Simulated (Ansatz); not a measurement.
**C₂HCl₃Sn: basis-set convergence**

Aim: see how fast density functionals converge with the basis set for C₂HCl₃Sn.

Program: Ansatz 0.2.0, Gaussian basis. Level of theory: one geometry, several basis sets. These are calculated values, not measurements.

The runs, in order: PBE0-D4/def2-SVP; ωB97M-V/def2-SVP; PBE0-D4/def2-QZVPP; ωB97M-V/def2-QZVPP; the functionals' def2-TZVPP values are taken from earlier runs.

## 1. Structure used throughout

The geometry comes from an earlier relaxation with PBE0-D4 in a triple-zeta def2 set; it is a stationary point, not always the lowest conformer. Sn takes the def2 core potential; no spin-orbit term is included.

7 atoms, charge 0, spin multiplicity 1.

Atoms are counted from 1 here; the program's logs count them from 0.

Bond lengths: C1–C2 1.204 Å, C1–H7 1.067 Å, C2–Sn3 2.048 Å, Sn3–Cl4 2.293 Å, Sn3–Cl5 2.293 Å, Sn3–Cl6 2.293 Å. Angles: C2–C1–H7 180.0°, C1–C2–Sn3 179.9°, C2–Sn3–Cl4 110.8°, C2–Sn3–Cl5 110.8°, C2–Sn3–Cl6 110.8°, Cl4–Sn3–Cl5 108.1°, Cl4–Sn3–Cl6 108.1°, Cl5–Sn3–Cl6 108.1°.

Coordinates:

```mol
C2HCl3Sn
  3D, bonds by distance, orders not assigned

  7  6  0  0  0  0  0  0  0  0999 V2000
    1.6258   -1.4026    0.6278 C   0  0
    0.7517   -0.6488    0.2855 C   0  0
   -0.7358    0.6319   -0.2984 Sn  0  0
   -2.5464   -0.5318   -1.0903 Cl  0  0
   -0.0009    2.0277   -1.9632 Cl  0  0
   -1.4337    1.9262    1.4616 Cl  0  0
    2.4004   -2.0706    0.9311 H   0  0
  1  2  8  0
  2  3  8  0
  3  4  8  0
  3  5  8  0
  3  6  8  0
  1  7  8  0
M  END
```

## 2. PBE0-D4 in def2-SVP

in.yaml reads:

```yaml
crystal:
  periodic: [false, false, false]
  atoms:
    - {symbol: C, position_ang: [1.625815, -1.402648, 0.627789]}
    - {symbol: C, position_ang: [0.751747, -0.648785, 0.285534]}
    - {symbol: Sn, position_ang: [-0.735758, 0.631918, -0.298358]}
    - {symbol: Cl, position_ang: [-2.546416, -0.531824, -1.090275]}
    - {symbol: Cl, position_ang: [-0.000872, 2.027712, -1.963156]}
    - {symbol: Cl, position_ang: [-1.433653, 1.926226, 1.461625]}
    - {symbol: H, position_ang: [2.400434, -2.070600, 0.931140]}
basis:
  gaussian: {orbitals: def2-SVP}
hamiltonian: {xc: pbe0, dispersion: d4}
output: {orbitals: {seedname: orbitals}}
```

After this run come: ωB97M-V in def2-SVP; PBE0-D4 in def2-QZVPP; ωB97M-V in def2-QZVPP.

**Question.** What will the summary of the whole plan be? Wanted: PBE0-D4: double and triple zeta above quadruple; ωB97M-V: double and triple zeta above quadruple.

The runs gave:

| quantity | value |
| --- | --- |
| PBE0-D4: double and triple zeta above quadruple | 16.98, 1.28 eV |
| ωB97M-V: double and triple zeta above quadruple | 16.84, 1.21 eV |

**Reading.** For PBE0-D4 the step from double to triple zeta gains 15.70 eV and the next only 1.28 eV. Total energies overstate the basis error of differences, where much of it tends to cancel.
